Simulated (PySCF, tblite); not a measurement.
# C5H7B: geometry, infrared bands, NMR shifts and spin-spin couplings

What infrared bands, NMR shifts and spin-spin couplings should C5H7B (`C#CB/C=C\C`) show?

The runs use tblite 0.8.0 and PySCF 2.14.0, with density-fitted response routines of our own; the level of theory stands in each step. All values are computed, except where a source is named. Atoms are numbered from 0 throughout.

### 1 The molecule as given

13 atoms, charge 0, multiplicity 1; geometry from: force field or distance geometry start.

Bonds of the start (Å): C0–C1 1.22, C1–B2 1.54, B2–C3 1.58, C3–C4 1.33, C4–C5 1.48, C0–H6 1.05, B2–H7 1.17, C3–H8 1.07, C4–H9 1.09, C5–H10 1.13, C5–H11 1.11, C5–H12 1.09.

### 2 Optimising the geometry with GFN2-xTB

The job: settings as JSON, then the geometry in Å.

```
{"job": {"kind": "relax", "xc": "GFN2-xTB", "basis": "xTB"}, "charge": 0, "multiplicity": 1}
C      3.413500    -0.532700    -0.913400
C      2.305600    -0.483400    -0.401600
B      0.920900    -0.413900     0.270800
C      0.076100     0.881400    -0.032100
C     -1.252200     0.906000     0.033400
C     -2.091700    -0.273200     0.360900
H      4.358900    -0.548600    -1.380000
H      0.472300    -1.435600     0.621900
H      0.600600     1.780400    -0.277200
H     -1.743100     1.851300    -0.189300
H     -2.891600    -0.349700    -0.429000
H     -2.619100    -0.163000     1.331500
H     -1.554500    -1.218500     0.402500
```

Command:

```console
> OMP_NUM_THREADS=1 python probes_run.py task.json out
```

The driver reads the jobs from task.json and runs them one after another.

**Question.** This job is followed by: GFN2-xTB harmonic vibrations, gas phase; GIAO PBE0/pcSseg-1 NMR shielding, non-relativistic, gas phase; B3LYP/pcJ-1 indirect spin-spin coupling, non-relativistic, gas phase. Predict these results of the whole session: strongest single infrared mode (GFN2-xTB); zero-point energy (GFN2-xTB); 13C shifts against TMS (PBE0/pcSseg-1); 1H shifts against TMS (PBE0/pcSseg-1, means over atoms taken as alike); 11B shifts against BF3·OEt2 (PBE0/pcSseg-1); largest coupling of the table (B3LYP/pcJ-1).

**Answer**, as computed:

| quantity | value |
| --- | --- |
| strongest single infrared mode (GFN2-xTB) | 1648 cm⁻¹, 212 km/mol |
| zero-point energy (GFN2-xTB) | 62.5 kcal/mol |
| 13C shifts against TMS (PBE0/pcSseg-1) | 169.4, 145.6, 129.9, 102.8, 22.2 ppm |
| 1H shifts against TMS (PBE0/pcSseg-1, means over atoms taken as alike) | 7.41, 6.85, 6.55, 4.36, 2.28 ppm |
| 11B shifts against BF3·OEt2 (PBE0/pcSseg-1) | 51.0 ppm |
| largest coupling of the table (B3LYP/pcJ-1) | 1J(C,H) C0–H6, 254.3 Hz |

The optimisation took 66 steps and gained 0.234 eV; among the close pairs (by a distance rule), C5–H10 changed most, from 1.127 to 1.091 Å. All 33 modes are real, so the xTB geometry is a minimum. The strongest single mode, at 1648 cm⁻¹, moves mainly C4 and C3. Unscaled tight-binding wavenumbers are off by several per cent, some by more. Its intensities can rank the bands wrongly. At PBE0/pcSseg-1: The largest span, 314 ppm, is at C1, where the paramagnetic term is -171 ppm. Of the pairs tabulated at B3LYP/pcJ-1, C0–H6 couples most strongly (254.3 Hz; Fermi contact 256.0 Hz). Couplings across rotatable bonds belong to this one conformer; where others are populated, the observed values are averages.
